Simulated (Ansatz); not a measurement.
# AlN₂H₅ + AsH₃: a complex and its separated parts

Aim: how far the complex at one end of a reaction step lies below its separated, relaxed parts, level by level.

Program: Ansatz 0.2.0, Gaussian basis. Level of theory: PBE0-D4/def2-TZVP structures, single points in def2-TZVPP, no counterpoise correction. These are calculated values, not measurements.

Levels: SPW92, PBE-D4, BLYP-D4, r2SCAN-D4, B97M-V, PBE0-D4, B3LYP-D4, r2SCAN0-D4, BHLYP-D4, CAM-B3LYP-D4, wB97X-V, wB97M-V, B2PLYP, PBE-QIDH, RPA on PBE, Hartree-Fock, MP2, CCSD, CCSD(T).

Cores are frozen in the correlated methods. Filled d shells of the heavier atoms are correlated. B3LYP uses VWN-RPA correlation. B2PLYP carries no dispersion term here.

94 further runs of the same task are left out: 94 set aside as unsound or not needed. Runs told in other sessions of the task aren't counted.

**1. The starting structure**

The complex: 12 atoms, charge 0, spin multiplicity 1.

Atoms are counted from 1 here; the program's logs count them from 0.

Bond lengths: Al1–H2 1.580 Å, Al1–N3 1.772 Å, Al1–N4 1.768 Å, N3–H7 1.007 Å, N3–H8 1.007 Å, N4–H9 1.006 Å, N4–H10 1.007 Å, H5–As6 1.519 Å, As6–H11 1.520 Å, As6–H12 1.524 Å. Angles: H2–Al1–N3 119.8°, H2–Al1–N4 120.3°, N3–Al1–N4 119.8°, Al1–N3–H7 125.7°, Al1–N3–H8 123.8°, H7–N3–H8 110.2°, Al1–N4–H9 124.2°, Al1–N4–H10 125.5°, H9–N4–H10 110.3°, H5–As6–H11 92.5°, H5–As6–H12 92.5°, H11–As6–H12 92.3°.

Geometry (Å):

```xyz
12

Al   -1.2430    1.1642    0.1146
H    -2.1100    2.0875   -0.8300
N     0.4243    1.6191    0.5035
N    -1.9188   -0.3363    0.7609
H     0.7148   -1.3101   -1.5468
As    1.6117   -1.5873   -0.3531
H     1.0253    1.1436    1.1567
H     0.8705    2.4560    0.1658
H    -2.8625   -0.6465    0.5999
H    -1.4235   -1.0031    1.3301
H     2.7368   -0.7333   -0.9146
H     2.1746   -2.8539   -0.9869
```

Its parts: AlN₂H₅ holds atoms 1, 2, 3, 4, 7, 8, 9, 10; AsH₃ holds atoms 5, 6, 11, 12. Each part counts its atoms afresh in its own runs.

**2. Relaxing AlN₂H₅ alone**

File relax-a/in.yaml:

```yaml
crystal:
  periodic: [false, false, false]
  atoms:
    - {symbol: Al, position_ang: [-1.243032, 1.164163, 0.114569]}
    - {symbol: H, position_ang: [-2.110048, 2.087519, -0.829962]}
    - {symbol: N, position_ang: [0.424312, 1.619076, 0.503454]}
    - {symbol: N, position_ang: [-1.918810, -0.336274, 0.760913]}
    - {symbol: H, position_ang: [1.025332, 1.143638, 1.156661]}
    - {symbol: H, position_ang: [0.870486, 2.456015, 0.165831]}
    - {symbol: H, position_ang: [-2.862549, -0.646499, 0.599887]}
    - {symbol: H, position_ang: [-1.423534, -1.003065, 1.330142]}
basis:
  gaussian: {orbitals: def2-TZVP}
hamiltonian: {xc: pbe0, dispersion: d4}
relax: {f_tol: 0.005, max_steps: 200}
```

Run with:

```console
> ansatz run in.yaml --threads 8 --pin off --events-out ev --progress --plain --max-ram 19148MiB
```

What it wrote, cut to the lines that bear on the results:

```text
Functional definition: PBE0
  name "PBE0"
  cite "Adamo & Barone, J. Chem. Phys. 110, 6158 (1999) doi:10.1063/1.478522"
  cite "Perdew, Burke & Ernzerhof, Phys. Rev. Lett. 77, 3865 (1996) doi:10.1103/PhysRevLett.77.3865"
  parent pbe
[...]
809 factors; their error is unknown
[...]
mean field -9655.17527120 eV, -354.8211467039 hartree, gradient 7.0e-5 eV, S^2 0.000000; 0 other end points of the search recorded, 0 dependent functions left out
[...]
reference -9655.17530256 eV, -354.8211478562 hartree; 16, 16 occupied and 113, 113 virtual orbitals, 809 factors
[...]
Atom 0 at    -1.235862     1.159478     0.117124 Å, force    -0.003853     0.004024    -0.004254 eV/Å
Atom 1 at    -2.108479     2.079072    -0.826715 Å, force     0.003532    -0.003816     0.003967 eV/Å
Atom 2 at     0.420158     1.632973     0.521240 Å, force    -0.000048    -0.000308     0.000121 eV/Å
Atom 3 at    -1.919839    -0.338289     0.764263 Å, force     0.000515     0.000026     0.000137 eV/Å
Atom 4 at     1.060451     1.124866     1.108384 Å, force     0.000581     0.000732     0.000176 eV/Å
Atom 5 at     0.856417     2.473901     0.180923 Å, force    -0.000168    -0.000295    -0.000106 eV/Å
Atom 6 at    -2.854790    -0.653799     0.565238 Å, force     0.000105     0.000352     0.000056 eV/Å
Atom 7 at    -1.455899    -0.993630     1.371038 Å, force    -0.000664    -0.000715    -0.000097 eV/Å
Dipole moment:     0.142507    -0.150190     0.154080 e Å
```

It took 9 s on 8 threads of Intel Xeon at 2.50GHz, shared host.

Step by step:

```tsv
step	energy from step 1 (eV)	largest force component (eV/Å)
1	0.0000	0.0648
2	-0.0017	0.0489
3	-0.0021	0.0517
4	-0.0022	0.0259
5	-0.0023	0.0081
6	-0.0024	0.0043
```

Close pairs (by a distance rule), those that changed most:

```tsv
bond	before (Å)	after (Å)	change (Å)
Al1–N3	1.772	1.769	-0.002
Al1–N4	1.768	1.769	+0.001
N3–H5	1.007	1.006	-0.001
N4–H8	1.007	1.006	-0.001
Al1–H2	1.580	1.580	+0.000
N4–H7	1.006	1.007	+0.000
N3–H6	1.007	1.007	-0.000
```

**3. Relaxing AsH₃ alone**

File relax-b/in.yaml:

```yaml
crystal:
  periodic: [false, false, false]
  atoms:
    - {symbol: H, position_ang: [0.714758, -1.310056, -1.546779]}
    - {symbol: As, position_ang: [1.611739, -1.587269, -0.353099]}
    - {symbol: H, position_ang: [2.736776, -0.733321, -0.914631]}
    - {symbol: H, position_ang: [2.174571, -2.853926, -0.986887]}
basis:
  gaussian: {orbitals: def2-TZVP}
hamiltonian: {xc: pbe0, dispersion: d4}
relax: {f_tol: 0.005, max_steps: 200}
```

Run with:

```console
> ansatz run in.yaml --threads 8 --pin off --events-out ev --progress --plain --max-ram 19148MiB
```

What it wrote, cut to the lines that bear on the results:

```text
[... 5 set-up lines as earlier in the session ...]
[...]
555 factors; their error is unknown
[...]
mean field -60882.34348184 eV, -2237.3848554229 hartree, gradient 5.1e-6 eV, S^2 0.000000; 0 other end points of the search recorded, 0 dependent functions left out
[...]
Total energy: -60882.37107634 eV, -2237.3858695022 hartree
Atom 0 at     0.719232    -1.311278    -1.548199 Å, force    -0.000149     0.000020    -0.000138 eV/Å
Atom 1 at     1.611414    -1.588842    -0.347188 Å, force     0.000236    -0.000076     0.000009 eV/Å
Atom 2 at     2.734529    -0.735035    -0.917380 Å, force    -0.000002     0.000089     0.000069 eV/Å
Atom 3 at     2.172669    -2.849417    -0.988628 Å, force    -0.000085    -0.000032     0.000059 eV/Å
Dipole moment:     0.022151    -0.003613    -0.067483 e Å
```

It took 3.9 s on 8 threads of Intel Xeon at 2.50GHz, shared host.

Relaxation path:

```tsv
step	energy from step 1 (eV)	largest force component (eV/Å)
1	0.0000	0.0893
2	-0.0004	0.0247
3	-0.0002	0.0852
4	-0.0005	0.0057
5	-0.0005	0.0002
```

Close pairs (by a distance rule), those that changed most:

```tsv
bond	before (Å)	after (Å)	change (Å)
H1–As2	1.519	1.522	+0.003
As2–H4	1.524	1.522	-0.002
As2–H3	1.520	1.522	+0.002
```

**4. SPW92/def2-TZVPP**

File parta/in.yaml:

```yaml
crystal:
  periodic: [false, false, false]
  atoms:
    - {symbol: Al, position_ang: [-1.235862, 1.159478, 0.117124]}
    - {symbol: H, position_ang: [-2.108479, 2.079072, -0.826715]}
    - {symbol: N, position_ang: [0.420158, 1.632973, 0.521240]}
    - {symbol: N, position_ang: [-1.919839, -0.338289, 0.764263]}
    - {symbol: H, position_ang: [1.060451, 1.124866, 1.108384]}
    - {symbol: H, position_ang: [0.856417, 2.473901, 0.180923]}
    - {symbol: H, position_ang: [-2.854790, -0.653799, 0.565238]}
    - {symbol: H, position_ang: [-1.455899, -0.993630, 1.371038]}
basis:
  gaussian: {orbitals: def2-TZVPP}
hamiltonian: {xc: lda}
```

File partb/in.yaml:

```yaml
crystal:
  periodic: [false, false, false]
  atoms:
    - {symbol: H, position_ang: [0.719232, -1.311278, -1.548199]}
    - {symbol: As, position_ang: [1.611414, -1.588842, -0.347188]}
    - {symbol: H, position_ang: [2.734529, -0.735035, -0.917380]}
    - {symbol: H, position_ang: [2.172669, -2.849417, -0.988628]}
basis:
  gaussian: {orbitals: def2-TZVPP}
hamiltonian: {xc: lda}
```

One command serves all of them, each in its own folder.

Run with:

```console
> ansatz run in.yaml --threads 8 --pin off --events-out ev --progress --plain --max-ram 19148MiB
```

parta printed, cut to the lines that bear on the results:

```text
Functional definition: SPW92
  name "SPW92"
  cite "Dirac, Proc. Camb. Phil. Soc. 26, 376 (1930) doi:10.1017/S0305004100016108"
  cite "Slater, Phys. Rev. 81, 385 (1951) doi:10.1103/PhysRev.81.385"
  cite "Perdew & Wang, Phys. Rev. B 45, 13244 (1992) doi:10.1103/PhysRevB.45.13244"
[...]
874 factors; their error is unknown
[...]
mean field -9607.98622960 eV, -353.0869814108 hartree, gradient 3.1e-5 eV, S^2 0.000000; 0 other end points of the search recorded, 0 dependent functions left out
reference -9607.98626776 eV, -353.0869828133 hartree; 16, 16 occupied and 158, 158 virtual orbitals, 874 factors
Total energy: -9607.98626776 eV, -353.0869828133 hartree
```

Log of partb, cut to the lines that bear on the results:

```text
[... 5 set-up lines as earlier in the session ...]
[...]
550 factors; their error is unknown
[...]
mean field -60799.40254274 eV, -2234.3368321306 hartree, gradient 2.8e-5 eV, S^2 0.000000; 0 other end points of the search recorded, 0 dependent functions left out
reference -60799.40257032 eV, -2234.3368331439 hartree; 18, 18 occupied and 72, 72 virtual orbitals, 550 factors
Total energy: -60799.40257032 eV, -2234.3368331439 hartree
```

Wall times: 0.86 s (parta), 0.45 s (partb) on 8 threads of Intel Xeon at 2.50GHz, shared host.

**5. PBE-D4/def2-TZVPP**

Each input of step 4 (parta, partb) changes in the same lines:

```diff
-hamiltonian: {xc: lda}
+hamiltonian: {xc: pbe, dispersion: d4}
```

Each run has its own folder and the same command.

Run with:

```console
> ansatz run in.yaml --threads 8 --pin off --events-out ev --progress --plain --max-ram 19148MiB
```

Log of parta, cut to the lines that bear on the results:

```text
Functional definition: PBE
  name "PBE"
[... 2 set-up lines as earlier in the session ...]
[...]
874 factors; their error is unknown
[...]
mean field -9654.41471194 eV, -354.7931966666 hartree, gradient 1.6e-5 eV, S^2 0.000000; 0 other end points of the search recorded, 0 dependent functions left out
reference -9654.41475219 eV, -354.7931981455 hartree; 16, 16 occupied and 158, 158 virtual orbitals, 874 factors
Total energy: -9654.52221241 eV, -354.7971472357 hartree
```

Log of partb, cut to the lines that bear on the results:

```text
[... 4 set-up lines as earlier in the session ...]
[...]
550 factors; their error is unknown
[...]
mean field -60880.50689796 eV, -2237.3173622102 hartree, gradient 2.8e-5 eV, S^2 0.000000; 0 other end points of the search recorded, 0 dependent functions left out
reference -60880.50692730 eV, -2237.3173632886 hartree; 18, 18 occupied and 72, 72 virtual orbitals, 550 factors
Total energy: -60880.54014869 eV, -2237.3185841520 hartree
```

They took 1.2 s (parta), 0.51 s (partb) on 8 threads of Intel Xeon at 2.50GHz, shared host.

**6. BLYP-D4/def2-TZVPP**

The same edit goes into each in.yaml of step 5 (parta, partb):

```diff
-hamiltonian: {xc: pbe, dispersion: d4}
+hamiltonian: {xc: {name: BLYP}, dispersion: d4}
```

One command serves all of them, each in its own folder.

Run with:

```console
> ansatz run in.yaml --threads 8 --pin off --events-out ev --progress --plain --max-ram 19148MiB
```

Output in parta, cut to the lines that bear on the results:

```text
Functional definition: BLYP
  name "BLYP"
  cite "Becke, Phys. Rev. A 38, 3098 (1988) doi:10.1103/PhysRevA.38.3098"
  cite "Lee, Yang & Parr, Phys. Rev. B 37, 785 (1988) doi:10.1103/PhysRevB.37.785"
[...]
874 factors; their error is unknown
[...]
mean field -9661.06207957 eV, -355.0374829210 hartree, gradient 2.3e-5 eV, S^2 0.000000; 0 other end points of the search recorded, 0 dependent functions left out
reference -9661.06240376 eV, -355.0374948348 hartree; 16, 16 occupied and 158, 158 virtual orbitals, 874 factors
Total energy: -9661.29930171 eV, -355.0462006739 hartree
```

partb printed, cut to the lines that bear on the results:

```text
[... 4 set-up lines as earlier in the session ...]
[...]
550 factors; their error is unknown
[...]
mean field -60891.01599114 eV, -2237.7035642615 hartree, gradient 1.7e-5 eV, S^2 0.000000; 0 other end points of the search recorded, 0 dependent functions left out
reference -60891.01625714 eV, -2237.7035740366 hartree; 18, 18 occupied and 72, 72 virtual orbitals, 550 factors
Total energy: -60891.09391606 eV, -2237.7064279495 hartree
```

Times: 1.1 s (parta), 0.51 s (partb) on 8 threads of Intel Xeon at 2.50GHz, shared host.

**7. r2SCAN-D4/def2-TZVPP**

The same edit goes into each in.yaml of step 6 (parta, partb):

```diff
-hamiltonian: {xc: {name: BLYP}, dispersion: d4}
+hamiltonian: {xc: r2scan, dispersion: d4}
```

One command serves all of them, each in its own folder.

Run with:

```console
> ansatz run in.yaml --threads 8 --pin off --events-out ev --progress --plain --max-ram 19148MiB
```

parta printed, cut to the lines that bear on the results:

```text
Functional definition: r2SCAN
  name "r2SCAN"
  cite "Furness, Kaplan, Ning, Perdew & Sun, J. Phys. Chem. Lett. 11, 8208 (2020) doi:10.1021/acs.jpclett.0c02405"
  cite "Furness, Kaplan, Ning, Perdew & Sun, J. Phys. Chem. Lett. 11, 9248 (2020) doi:10.1021/acs.jpclett.0c03077"
  parent r2scan
[...]
874 factors; their error is unknown
[...]
mean field -9659.57448841 eV, -354.9828149542 hartree, gradient 2.8e-5 eV, S^2 0.000000; 0 other end points of the search recorded, 0 dependent functions left out
reference -9659.57450088 eV, -354.9828154124 hartree; 16, 16 occupied and 158, 158 virtual orbitals, 874 factors
Total energy: -9659.60024462 eV, -354.9837614776 hartree
```

partb printed, cut to the lines that bear on the results:

```text
[... 5 set-up lines as earlier in the session ...]
[...]
550 factors; their error is unknown
[...]
mean field -60889.55769671 eV, -2237.6499729295 hartree, gradient 2.0e-5 eV, S^2 0.000000; 0 other end points of the search recorded, 0 dependent functions left out
reference -60889.55770452 eV, -2237.6499732166 hartree; 18, 18 occupied and 72, 72 virtual orbitals, 550 factors
Total energy: -60889.56494961 eV, -2237.6502394686 hartree
```

Times: 1.9 s (parta), 0.95 s (partb) on 8 threads of Intel Xeon at 2.50GHz, shared host.

**8. B97M-V/def2-TZVPP**

Each input of step 7 (parta, partb) changes in the same lines:

```diff
-hamiltonian: {xc: r2scan, dispersion: d4}
+hamiltonian: {xc: {name: B97M-V}}
```

One command serves all of them, each in its own folder.

Run with:

```console
> ansatz run in.yaml --threads 8 --pin off --events-out ev --progress --plain --max-ram 19148MiB
```

Output in parta, cut to the lines that bear on the results:

```text
Functional definition: B97M-V
  name "B97M-V"
  cite "Mardirossian & Head-Gordon, J. Chem. Phys. 142, 074111 (2015) doi:10.1063/1.4907719"
  cite "Becke, J. Chem. Phys. 107, 8554 (1997) doi:10.1063/1.475007"
  cite "Vydrov & Van Voorhis, J. Chem. Phys. 133, 244103 (2010) doi:10.1063/1.3521275"
  # Of w^i u^j: cxij and so on, Table III.
[...]
  gx(w, u) = cx00 + cx01*u + cx02*u^2 + (cx10 + cx11*u)*w
[...]
  gos(w, u) = cos00 + cos01*u + cos03*u^3 + cos10*w + cos32*w^3*u^2
[...]
      + integral(e_c_pw_mod_opposite_spin*gos(b97_w_opposite, b97_u_opposite)) + vv10(b, c)
874 factors; their error is unknown
[...]
mean field -9659.98876919 eV, -354.9980394921 hartree, gradient 4.9e-5 eV, S^2 0.000000; 0 other end points of the search recorded, 0 dependent functions left out
reference -9659.98882976 eV, -354.9980417180 hartree; 16, 16 occupied and 158, 158 virtual orbitals, 874 factors
Total energy: -9659.98882976 eV, -354.9980417180 hartree
```

partb printed, cut to the lines that bear on the results:

```text
[... 5 set-up lines as earlier in the session ...]
  # Of w^i u^j: cxij and so on, Table III.
[...]
  gx(w, u) = cx00 + cx01*u + cx02*u^2 + (cx10 + cx11*u)*w
[...]
  gos(w, u) = cos00 + cos01*u + cos03*u^3 + cos10*w + cos32*w^3*u^2
[...]
      + integral(e_c_pw_mod_opposite_spin*gos(b97_w_opposite, b97_u_opposite)) + vv10(b, c)
550 factors; their error is unknown
[...]
mean field -60878.67492035 eV, -2237.2500382749 hartree, gradient 3.0e-5 eV, S^2 0.000000; 0 other end points of the search recorded, 0 dependent functions left out
reference -60878.67495972 eV, -2237.2500397217 hartree; 18, 18 occupied and 72, 72 virtual orbitals, 550 factors
Total energy: -60878.67495972 eV, -2237.2500397217 hartree
```

They took 2.9 s (parta), 1.3 s (partb) on 8 threads of Intel Xeon at 2.50GHz, shared host.

**9. PBE0-D4/def2-TZVPP**

Each input of step 8 (parta, partb) changes in the same lines:

```diff
-hamiltonian: {xc: {name: B97M-V}}
+hamiltonian: {xc: pbe0, dispersion: d4}
+output: {orbitals: {seedname: orbitals}}
```

The same command starts each run, in its folder.

Run with:

```console
> ansatz run in.yaml --threads 8 --pin off --events-out ev --progress --plain --max-ram 19148MiB
```

Log of parta, cut to the lines that bear on the results:

```text
[... 5 set-up lines as earlier in the session ...]
[...]
905 factors; their error is unknown
[...]
mean field -9655.28717895 eV, -354.8252592377 hartree, gradient 7.4e-5 eV, S^2 0.000000; 0 other end points of the search recorded, 0 dependent functions left out
reference -9655.28720969 eV, -354.8252603673 hartree; 16, 16 occupied and 158, 158 virtual orbitals, 905 factors
Total energy: -9655.37736879 eV, -354.8285736533 hartree
```

partb printed, cut to the lines that bear on the results:

```text
[... 5 set-up lines as earlier in the session ...]
[...]
600 factors; their error is unknown
[...]
mean field -60882.36469163 eV, -2237.3856348683 hartree, gradient 3.1e-5 eV, S^2 0.000000; 0 other end points of the search recorded, 0 dependent functions left out
reference -60882.36471357 eV, -2237.3856356746 hartree; 18, 18 occupied and 72, 72 virtual orbitals, 600 factors
Total energy: -60882.39179489 eV, -2237.3866308949 hartree
```

They took 1.6 s (parta), 0.65 s (partb) on 8 threads of Intel Xeon at 2.50GHz, shared host.

**10. B3LYP-D4/def2-TZVPP**

Each input of step 9 (parta, partb) changes in the same lines:

```diff
-hamiltonian: {xc: pbe0, dispersion: d4}
-output: {orbitals: {seedname: orbitals}}
+hamiltonian: {xc: {name: B3LYP}, dispersion: d4}
```

Each run has its own folder and the same command.

Run with:

```console
> ansatz run in.yaml --threads 8 --pin off --events-out ev --progress --plain --max-ram 19148MiB
```

Log of parta, cut to the lines that bear on the results:

```text
Functional definition: B3LYP
  name "B3LYP"
  cite "Stephens, Devlin, Chabalowski & Frisch, J. Phys. Chem. 98, 11623 (1994) doi:10.1021/j100096a001"
[... 2 set-up lines as earlier in the session ...]
  cite "Vosko, Wilk & Nusair, Can. J. Phys. 58, 1200 (1980) doi:10.1139/p80-159"
[...]
898 factors; their error is unknown
[...]
mean field -9662.87475500 eV, -355.1040975144 hartree, gradient 1.8e-5 eV, S^2 0.000000; 0 other end points of the search recorded, 0 dependent functions left out
reference -9662.87499867 eV, -355.1041064690 hartree; 16, 16 occupied and 158, 158 virtual orbitals, 898 factors
Total energy: -9663.04840022 eV, -355.1104788586 hartree
```

Output in partb, cut to the lines that bear on the results:

```text
[... 6 set-up lines as earlier in the session ...]
[...]
593 factors; their error is unknown
[...]
mean field -60891.22396227 eV, -2237.7112070593 hartree, gradient 3.2e-5 eV, S^2 0.000000; 0 other end points of the search recorded, 0 dependent functions left out
reference -60891.22416107 eV, -2237.7112143651 hartree; 18, 18 occupied and 72, 72 virtual orbitals, 593 factors
Total energy: -60891.27848139 eV, -2237.7132106000 hartree
```

Times: 1.5 s (parta), 0.75 s (partb) on 8 threads of Intel Xeon at 2.50GHz, shared host.

**11. r2SCAN0-D4/def2-TZVPP**

The same edit goes into each in.yaml of step 10 (parta, partb):

```diff
-hamiltonian: {xc: {name: B3LYP}, dispersion: d4}
+hamiltonian: {xc: {name: r2SCAN0}, dispersion: d4}
```

The same command starts each run, in its folder.

Run with:

```console
> ansatz run in.yaml --threads 8 --pin off --events-out ev --progress --plain --max-ram 19148MiB
```

Output in parta, cut to the lines that bear on the results:

```text
Functional definition: r2SCAN0
  name "r2SCAN0"
  cite "Bursch, Neugebauer, Ehlert & Grimme, J. Chem. Phys. 156, 134105 (2022) doi:10.1063/5.0086040"
[... 3 set-up lines as earlier in the session ...]
[...]
905 factors; their error is unknown
[...]
mean field -9659.04788578 eV, -354.9634626644 hartree, gradient 1.0e-5 eV, S^2 0.000000; 0 other end points of the search recorded, 0 dependent functions left out
reference -9659.04789568 eV, -354.9634630285 hartree; 16, 16 occupied and 158, 158 virtual orbitals, 905 factors
Total energy: -9659.07811068 eV, -354.9645734093 hartree
```

partb printed, cut to the lines that bear on the results:

```text
[... 6 set-up lines as earlier in the session ...]
[...]
600 factors; their error is unknown
[...]
mean field -60889.18230622 eV, -2237.6361775833 hartree, gradient 2.4e-5 eV, S^2 0.000000; 0 other end points of the search recorded, 0 dependent functions left out
reference -60889.18231242 eV, -2237.6361778113 hartree; 18, 18 occupied and 72, 72 virtual orbitals, 600 factors
Total energy: -60889.19079486 eV, -2237.6364895354 hartree
```

Times: 2.4 s (parta), 1.1 s (partb) on 8 threads of Intel Xeon at 2.50GHz, shared host.

**12. BHLYP-D4/def2-TZVPP**

Each input of step 11 (parta, partb) changes in the same lines:

```diff
-hamiltonian: {xc: {name: r2SCAN0}, dispersion: d4}
+hamiltonian: {xc: {name: BHLYP}, dispersion: d4}
```

Each run has its own folder and the same command.

Run with:

```console
> ansatz run in.yaml --threads 8 --pin off --events-out ev --progress --plain --max-ram 19148MiB
```

Log of parta, cut to the lines that bear on the results:

```text
Functional definition: BHLYP
  name "BHLYP"
  cite "Becke, J. Chem. Phys. 98, 1372 (1993) doi:10.1063/1.464304"
[... 2 set-up lines as earlier in the session ...]
[...]
938 factors; their error is unknown
[...]
mean field -9660.33854438 eV, -355.0108934934 hartree, gradient 1.1e-5 eV, S^2 0.000000; 0 other end points of the search recorded, 0 dependent functions left out
reference -9660.33871069 eV, -355.0108996052 hartree; 16, 16 occupied and 158, 158 virtual orbitals, 938 factors
Total energy: -9660.47151305 eV, -355.0157800019 hartree
```

Log of partb, cut to the lines that bear on the results:

```text
[... 5 set-up lines as earlier in the session ...]
[...]
635 factors; their error is unknown
[...]
mean field -60889.36594822 eV, -2237.6429263027 hartree, gradient 1.2e-5 eV, S^2 0.000000; 0 other end points of the search recorded, 0 dependent functions left out
reference -60889.36608336 eV, -2237.6429312688 hartree; 18, 18 occupied and 72, 72 virtual orbitals, 635 factors
Total energy: -60889.40465577 eV, -2237.6443487788 hartree
```

Times: 1.4 s (parta), 0.65 s (partb) on 8 threads of Intel Xeon at 2.50GHz, shared host.

[end of part 1 of 2]
